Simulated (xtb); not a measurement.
**GFN2-xTB run of CH6GeNOSi (SMILES O=[C]N[SiH2][GeH3])**

Wanted: a structure relaxation of CH6GeNOSi. 

The results are computed with xtb 6.7.1.

5 further runs of the same task are left out: 5 set aside as unsound or not needed.

## Step 1: The system as given

CH6GeNOSi has 11 atoms, charge 0, and is taken as a doublet. As SMILES, `O=[C]N[SiH2][GeH3]`. All atoms were displaced at random from a relaxed shape. The run starts from this shape.

Bond lengths: O1–C2 1.308 Å, C2–N3 1.212 Å, N3–Si4 1.776 Å, Si4–Ge5 2.226 Å, N3–H6 1.031 Å, Si4–H7 1.572 Å, Si4–H8 1.363 Å, Ge5–H9 1.523 Å, Ge5–H10 1.491 Å, Ge5–H11 1.535 Å. Some angles: O1–C2–N3 132.8°, C2–N3–Si4 118.6°, N3–Si4–Ge5 107.9°, C2–N3–H6 116.1°, Si4–N3–H6 124.2°, N3–Si4–H7 102.1°, N3–Si4–H8 101.3°, Ge5–Si4–H7 121.3°, Ge5–Si4–H8 117.3°, Si4–Ge5–H9 114.2°.

## Step 2: A geometry optimisation at GFN2-xTB

.CHRG reads:

```
0
```

.UHF reads:

```
1
```

mol.xyz reads:

```xyz
11

O     -0.678520     1.104480     1.601380
C     -0.107810    -0.006780     1.990450
N      0.530350    -0.853160     1.403620
Si     0.542530    -0.829220    -0.371900
Ge    -0.502410     1.020150    -1.037980
H      0.867690    -1.642420     1.974160
H     -0.016400    -2.255620    -0.725850
H      1.877450    -0.921950    -0.631350
H     -0.579880     1.184230    -2.549890
H     -1.978420     1.123250    -0.851370
H      0.051480     2.414880    -0.715680
```

Launch:

```
$ xtb mol.xyz -o lax --gfn 2 > out.txt 2> xtb.err
```

Q: Predict the results. Wanted: total energy at the end; dipole moment; HOMO energy; LUMO energy; dispersion energy; mean polarisability.

**Answer.** As computed:

At GFN2-xTB:

| quantity | value |
| --- | --- |
| total energy at the end | -15.80822 Eh |
| dipole moment | 3.96 D |
| HOMO energy (partly filled) | -8.60 eV |
| LUMO energy | -6.09 eV |
| dispersion energy | -20.67 kJ/mol |
| mean polarisability (D4 model) | 82.6 bohr³ |

In words: At the final geometry: Bond lengths: O1–C2 1.200 Å, C2–N3 1.313 Å, N3–Si4 1.793 Å, Si4–Ge5 2.329 Å, N3–H6 1.008 Å, Si4–H7 1.465 Å, Si4–H8 1.466 Å, Ge5–H9 1.523 Å, Ge5–H10 1.493 Å, Ge5–H11 1.493 Å. Some angles: O1–C2–N3 129.2°, C2–N3–Si4 120.4°, N3–Si4–Ge5 104.0°, C2–N3–H6 117.7°, Si4–N3–H6 121.9°, N3–Si4–H7 103.1°, N3–Si4–H8 103.2°, Ge5–Si4–H7 117.7°, Ge5–Si4–H8 117.6°, Si4–Ge5–H9 106.5°. The optimisation took 7 steps and changed the energy by -1.041 eV.
